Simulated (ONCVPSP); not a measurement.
# An ONCV potential for Cl, from input to tests

Aim: build the potential from the settings below, then test how well it stands in for the atom: other configurations, scattering, ghost states and the plane-wave cutoff that it needs.

The numbers are computed with ONCVPSP 4.0.1.1 (patched build) (PBE, scalar-relativistic, spin-unpolarised reference atom).

## (1) Settings

Typed settings, in words:

```
element                 : chlorine (Cl, Z = 17)
type                    : optimised norm-conserving Vanderbilt (ONCV)
frozen core             : [Ne]
valence charge          : 7
reference configuration : 3s2 3p5
partial waves           : 3s: rc 1.15 bohr, ncon 4, nbas 8, qcut 4.6 1/bohr, 2 projectors, debl 2.3 Ha; 3p: rc 1.30 bohr, ncon 4, nbas 8, qcut 6.5 1/bohr, 1 projector; d scattering state at 0.16 Ha: rc 1.35 bohr, ncon 5, nbas 8, qcut 7.6 1/bohr, 1 projector
local potential         : polynomial inside 0.85 bohr (lpopt 5, dvloc0 4 Ha)
core correction         : not asked for
```

The outer shells as boxes (Hund's rule for the drawing; the calculation is spin-unpolarised):

```
[Ne] core
3s [↑↓]
3p [↑↓][↑↓][↑ ]
```

## (2) Generating the potential

Input file Cl.dat:

```
# ATOM AND REFERENCE CONFIGURATION
# atsym  z   nc   nv     iexc    psfile
  Cl 17.00    3    2        4      upf
#
#   n    l    f
    1    0    2.00
    2    0    2.00
    2    1    6.00
    3    0    2.00
    3    1    5.00
#
# PSEUDOPOTENTIAL AND OPTIMIZATION
# lmax
    2
#
#   l,   rc,      ep,       ncon, nbas, qcut
    0    1.15    0.00    4    8    4.60
    1    1.30    0.00    4    8    6.50
    2    1.35    0.16    5    8    7.60
#
# LOCAL POTENTIAL
# lloc, lpopt,  rc(5),   dvloc0
    4    5    0.85    4.00
#
# VANDERBILT-KLEINMAN-BYLANDER PROJECTORs
# l, nproj, debl
    0    2    2.30
    1    1    2.20
    2    1    3.70
#
# MODEL CORE CHARGE
# icmod, fcfact, rcfact
    0    0.00    0.00
#
# LOG DERIVATIVE ANALYSIS
# epsh1, epsh2, depsh
   -2.00    5.00    0.02
#
# OUTPUT GRID
# rlmax, drl
    6.00    0.01
#
# TEST CONFIGURATIONS
# ncnf
    4
# nvcnf
#   n    l    f
    2
    3    0    2.00
    3    1    4.00
#
    2
    3    0    2.00
    3    1    3.00
#
    2
    3    0    2.00
    3    1    2.00
#
    2
    3    0    1.00
    3    1    6.00
#
```

Started as:

```console
$ oncvpsp.x < Cl.dat > Cl.out
```

What does the calculation give? Wanted: cutoffs for 1 and 0.1 mHa per electron, occupied waves; bound ghosts; GHOST(+) flags; largest test error; largest phase difference near zero energy, channels read.

As calculated:

```
                                                quantity                 value
  cutoffs for 1 and 0.1 mHa per electron, occupied waves       30 Ha and 99 Ha
                                            bound ghosts            none found
                                          GHOST(+) flags           s at 133 eV
                            largest test error (AE − PS)  +69 meV, for 3s2 3p2
largest phase difference near zero energy, channels read             0.005 rad
```

In words: The worst unpolarised test, 3s2 3p2, is off by 69 meV on 77.6 eV; by total energies transferability rates as fair. That test lies far up in energy; among those under 40 eV, nearer to bonding, the largest error is 20 meV. The potential is of middling hardness: the looser tolerance needs 30 Ha. The tighter tolerance needs 99 Ha, and converged work needs a cutoff nearer that. At the looser tolerance the 3s wave is the slowest; 3p needs 13 Ha. No bound ghost shows below the valence levels. Near zero energy the phases of the channels with partial waves agree within 0.005 rad. The program also flags highly localised states, GHOST(+) (s). All of this concerns the isolated atom, not yet a solid.
